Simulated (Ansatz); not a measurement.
# C: the cost of one run

Method: DFT r2SCAN, scalar-relativistic, plane waves, PAW, in Ansatz 0.2.0.

1 further run of the same task is left out (set aside as unsound or not needed).

### 1 The starting structure

Symmetry: Fmmm, No. 69, orthorhombic system. Conventional cell: a = 2.456 Å, b = 4.254 Å, c = 7.124 Å, α = 90.00°, β = 90.00°, γ = 90.00°. C (site symmetry m2m) has 3 C at 1.42 Å as nearest neighbours.

Structure file:

```cif
data_structure
_symmetry_space_group_name_H-M 'Fmmm'
_symmetry_Int_Tables_number 69
_cell_length_a 2.4558
_cell_length_b 4.2535
_cell_length_c 7.1235
_cell_angle_alpha 90.000
_cell_angle_beta 90.000
_cell_angle_gamma 90.000
_cell_volume 74.41
loop_
_atom_site_label
_atom_site_type_symbol
_atom_site_symmetry_multiplicity
_atom_site_Wyckoff_symbol
_atom_site_fract_x
_atom_site_fract_y
_atom_site_fract_z
_atom_site_occupancy
C1 C 8 h 0.50000 0.66670 0.00000 1
```

This cell was relaxed beforehand with the same method: volume 9.30 Å³/atom, gap on the mesh 0.64 eV.

### 2 The undisturbed cell

input.yaml

```yaml
crystal:
  lattice:
    - [0.0, 2.1267565393, 3.5617636578]
    - [1.2279212043, 0.0, 3.5617636578]
    - [1.2279212043, 2.1267565393, 0.0]
  atoms:
    - { symbol: C, position: [0.1667039277, 0.8332960723, 0.1667039277] }
    - { symbol: C, position: [0.8332960723, 0.1667039277, 0.8332960723] }
basis:
  ecutwfc: 500
kpoints:
  mp_grid: { grid: [14, 14, 14] }
hamiltonian:
  xc: r2scan
scf:
  occupations: { method: gaussian, width: 0.05 }
output:
  forces: true
  stress: true
  eigenvalues: true
```

Started as:

```
ansatz run input.yaml --threads 1 --pin off --max-ram 2560MiB --backend cpu --events-out ev --progress --plain --runs-dir out
```

Q: Estimate wall time and peak memory on 1 thread of Intel Xeon at 2.70GHz, shared host.

About 7.2 s, with a peak of 0.46 GiB.
